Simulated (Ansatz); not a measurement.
**FH5O2SiSn: a ladder of functionals and wavefunction methods**

One table from this session's results is given with a row withheld; the runs are named, their logs left out.

Method: functionals in def2-TZVPP, the program's frozen cores in correlated methods; program: Ansatz 0.2.0, Gaussian basis.

Plan: LDA (SPW92), PBE-D4, revPBE-D4, BLYP-D4, r2SCAN-D4, B97M-V, PBE0-D4, B3LYP-D4, r2SCANh-D4, r2SCAN0-D4, HSE06-D4, BHLYP-D4, CAM-B3LYP-D4, LC-ωPBE, ωB97X-V, ωB97M-V, B2PLYP, PBE-QIDH; CCSD(T)/def2-SVP; CCSD(T)/def2-TZVPP; MP2/def2-QZVPP; extrapolation to the limit; RPA on PBE.

## The geometry

All runs share one geometry, relaxed beforehand with PBE0-D4 in a triple-zeta def2 set. Sn takes the def2 core potential; no spin-orbit term is included.

SMILES `[OH][SnH]([F])[O][SiH3]`, 10 atoms, charge 0, spin multiplicity 1.

Atoms are counted from 1 here; the program's logs count them from 0.

Bond lengths: O1–Sn2 1.937 Å, O1–H6 0.961 Å, Sn2–F3 1.912 Å, Sn2–O4 1.933 Å, Sn2–H7 1.682 Å, O4–Si5 1.640 Å, Si5–H8 1.492 Å, Si5–H9 1.485 Å, Si5–H10 1.485 Å. Angles: Sn2–O1–H6 113.4°, O1–Sn2–F3 105.7°, O1–Sn2–O4 109.8°, O1–Sn2–H7 113.0°, F3–Sn2–O4 103.8°, F3–Sn2–H7 112.3°, O4–Sn2–H7 111.8°, Sn2–O4–Si5 134.9°, O4–Si5–H8 110.5°, O4–Si5–H9 109.1°, O4–Si5–H10 110.3°, H8–Si5–H9 108.8°, H8–Si5–H10 108.7°, H9–Si5–H10 109.3°.

Geometry (Å):

```mol
FH5O2SiSn
  3D, bonds by distance, orders not assigned

 10  9  0  0  0  0  0  0  0  0999 V2000
   -1.1927   -1.6018    1.3244 O   0  0
    0.5935   -1.2975    0.6400 Sn  0  0
    0.6392   -2.1392   -1.0762 F   0  0
    0.8308    0.5785    0.2390 O   0  0
    0.0157    1.6825   -0.6581 Si  0  0
   -1.8810   -1.4806    0.6644 H   0  0
    1.7962   -1.8728    1.6648 H   0  0
   -1.3271    1.1573   -1.0400 H   0  0
   -0.1632    2.9215    0.1408 H   0  0
    0.7717    2.0008   -1.8961 H   0  0
  1  2  8  0
  2  3  8  0
  2  4  8  0
  4  5  8  0
  1  6  8  0
  2  7  8  0
  5  8  8  0
  5  9  8  0
  5 10  8  0
M  END
```

The first run:

Input file in.yaml:

```yaml
crystal:
  periodic: [false, false, false]
  atoms:
    - {symbol: O, position_ang: [-1.192673, -1.601804, 1.324394]}
    - {symbol: Sn, position_ang: [0.593536, -1.297469, 0.639987]}
    - {symbol: F, position_ang: [0.639177, -2.139179, -1.076191]}
    - {symbol: O, position_ang: [0.830823, 0.578508, 0.239030]}
    - {symbol: Si, position_ang: [0.015739, 1.682545, -0.658133]}
    - {symbol: H, position_ang: [-1.880995, -1.480614, 0.664435]}
    - {symbol: H, position_ang: [1.796166, -1.872783, 1.664769]}
    - {symbol: H, position_ang: [-1.327128, 1.157322, -1.039976]}
    - {symbol: H, position_ang: [-0.163172, 2.921522, 0.140822]}
    - {symbol: H, position_ang: [0.771730, 2.000753, -1.896137]}
basis:
  gaussian: {orbitals: def2-TZVPP}
hamiltonian: {xc: lda}
output: {orbitals: {seedname: orbitals}}
```

Command:

```sh
ansatz run in.yaml --threads 4 --pin off --events-out ev --progress --plain --max-ram 10444MiB
```

Steps of the session up to this table: LDA; PBE-D4 (GGA); revPBE-D4 (GGA); BLYP-D4 (GGA); r2SCAN-D4 (meta-GGA); B97M-V (meta-GGA); PBE0-D4 (hybrid); B3LYP-D4 (hybrid); r2SCANh-D4 (hybrid); r2SCAN0-D4 (hybrid); HSE06-D4 (hybrid); BHLYP-D4 (hybrid); CAM-B3LYP-D4 (range-separated); LC-ωPBE (range-separated); ωB97X-V (range-separated); ωB97M-V (range-separated); B2PLYP (double hybrid); PBE-QIDH (double hybrid).

One of the session's tables, all rows but one given; the rest of the session is left out.

It belongs to the step «Orbital energies across the functionals». 

```
  functional  HOMO (eV)  LUMO (eV)  gap (eV)
 LDA (SPW92)      -7.45      -2.74      4.70
      PBE-D4      -7.34      -2.45      4.89
   revPBE-D4      -7.29      -2.33      4.97
     BLYP-D4      -7.26      -2.42      4.83
   r2SCAN-D4      -7.71      -2.15      5.56
      B97M-V      -7.82      -2.27      5.54
     PBE0-D4          ?          ?         ?
    B3LYP-D4      -8.61      -1.80      6.81
  r2SCANh-D4      -8.26      -1.80      6.46
  r2SCAN0-D4      -9.08      -1.27      7.81
    HSE06-D4      -8.42      -1.83      6.59
    BHLYP-D4     -10.25      -0.49      9.75
CAM-B3LYP-D4     -10.27      -0.46      9.81
     LC-ωPBE     -11.63       0.88     12.51
     ωB97X-V     -11.29       0.71     12.00
     ωB97M-V     -11.14       0.49     11.64
```

Q: Estimate the row for PBE0-D4 from the others.

As computed: HOMO (eV): -8.83; LUMO (eV): -1.45; gap (eV): 7.37. In the column «HOMO (eV)» it lies between r2SCAN0-D4 (-9.08) and B3LYP-D4 (-8.61).
